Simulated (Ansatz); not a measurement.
# C2H2BO: the cost of one run

Method: UKS BLYP/6-31G, in Ansatz 0.2.0.

## 1. The starting structure

Bond lengths: B1–C2 1.358 Å, C2–C3 1.325 Å, C3–O4 1.355 Å, C3–H5 1.094 Å, O4–H6 0.963 Å. Angles: B1–C2–C3 178.1°, C2–C3–O4 123.1°, C2–C3–H5 121.5°, O4–C3–H5 115.4°, C3–O4–H6 111.7°.

As a file:

```xyz
6

B    -0.1126   -2.5128   -0.1122
C     0.0750   -1.1694   -0.0525
C     0.2152    0.1462    0.0093
O    -0.8347    1.0019    0.0312
H     1.2028    0.6147    0.0489
H    -0.5457    1.9194    0.0754
```

## 2. Preparing the start

Input file input.yaml:

```yaml
crystal:
  periodic: [false, false, false]
  atoms:
    - { symbol: B, position_ang: [-0.11261, -2.5128, -0.11221] }
    - { symbol: C, position_ang: [0.07495, -1.16944, -0.05252] }
    - { symbol: C, position_ang: [0.21523, 0.14622, 0.00927] }
    - { symbol: O, position_ang: [-0.83471, 1.00194, 0.03122] }
    - { symbol: H, position_ang: [1.20283, 0.61468, 0.04886] }
    - { symbol: H, position_ang: [-0.5457, 1.9194, 0.07538] }
magnetization:
  spin_polarized: true
  initial_magnetization: 1
basis:
  gaussian: { orbitals: "6-31G" }
hamiltonian:
  xc: blyp
relax:
  f_tol: 0.02
  max_steps: 40
```

Command:

```bash
ansatz run input.yaml --threads 1 --pin off --max-ram 2048MiB --backend cpu --events-out ev --progress --plain --runs-dir out
```

Q: Estimate wall time and peak memory on 1 thread of Arm Neoverse N1, shared host.

About 30 s, with a peak of 0.14 GiB.
